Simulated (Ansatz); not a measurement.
# CH3BBrFO: how energies converge with the basis set

How large a basis does CH3BBrFO need? Two functionals are run in growing sets.

Computed with Ansatz 0.2.0, Gaussian basis. Level: one geometry, several basis sets.

Levels to be run: PBE0-D4/def2-SVP; ωB97M-V/def2-SVP; PBE0-D4/def2-QZVPP; ωB97M-V/def2-QZVPP; the functionals' def2-TZVPP values are taken from earlier runs.

## (1) The geometry

An earlier PBE0-D4 in a triple-zeta def2 set relaxation fixed the geometry.

8 atoms, charge 0, spin multiplicity 1.

Atoms are counted from 1 here; the program's logs count them from 0.

Bond lengths: B1–C2 1.569 Å, B1–Br5 2.068 Å, B1–H6 1.195 Å, B1–H7 1.205 Å, C2–O3 1.283 Å, C2–F4 1.286 Å, O3–H8 0.971 Å. Angles: C2–B1–Br5 91.9°, C2–B1–H6 113.4°, C2–B1–H7 109.7°, Br5–B1–H6 110.9°, Br5–B1–H7 109.5°, H6–B1–H7 118.4°, B1–C2–O3 125.9°, B1–C2–F4 124.1°, O3–C2–F4 110.0°, C2–O3–H8 107.7°.

## (2) PBE0-D4 in def2-SVP

The input, in.yaml:

```yaml
crystal:
  periodic: [false, false, false]
  atoms:
    - {symbol: B, position_ang: [-0.348010, 0.278760, 0.783256]}
    - {symbol: C, position_ang: [-0.138419, -0.454373, -0.587484]}
    - {symbol: O, position_ang: [0.983003, -0.861882, -1.059719]}
    - {symbol: F, position_ang: [-1.083816, -0.704096, -1.422694]}
    - {symbol: Br, position_ang: [-0.137991, 2.136386, -0.101428]}
    - {symbol: H, position_ang: [-1.446817, 0.142681, 1.231945]}
    - {symbol: H, position_ang: [0.594251, 0.068411, 1.503530]}
    - {symbol: H, position_ang: [1.670000, -0.662987, -0.403206]}
basis:
  gaussian: {orbitals: def2-SVP}
hamiltonian: {xc: pbe0, dispersion: d4}
output: {orbitals: {seedname: orbitals}}
```

The run is started by

```sh
$ ansatz run in.yaml --threads 4 --pin off --events-out ev --progress --plain --max-ram 10444MiB
```

The runs that follow: ωB97M-V in def2-SVP; PBE0-D4 in def2-QZVPP; ωB97M-V in def2-QZVPP.

Q: Predict the results of all the runs planned. Wanted: PBE0-D4: double and triple zeta above quadruple; ωB97M-V: double and triple zeta above quadruple.

As calculated:

| quantity | value |
| --- | --- |
| PBE0-D4: double and triple zeta above quadruple | 17.98, 1.77 eV |
| ωB97M-V: double and triple zeta above quadruple | 18.10, 1.70 eV |

In words: For PBE0-D4 the step from double to triple zeta gains 16.21 eV and the next only 1.77 eV. These are total energies; as a rule much of such shifts cancels in differences, which this series doesn't test.
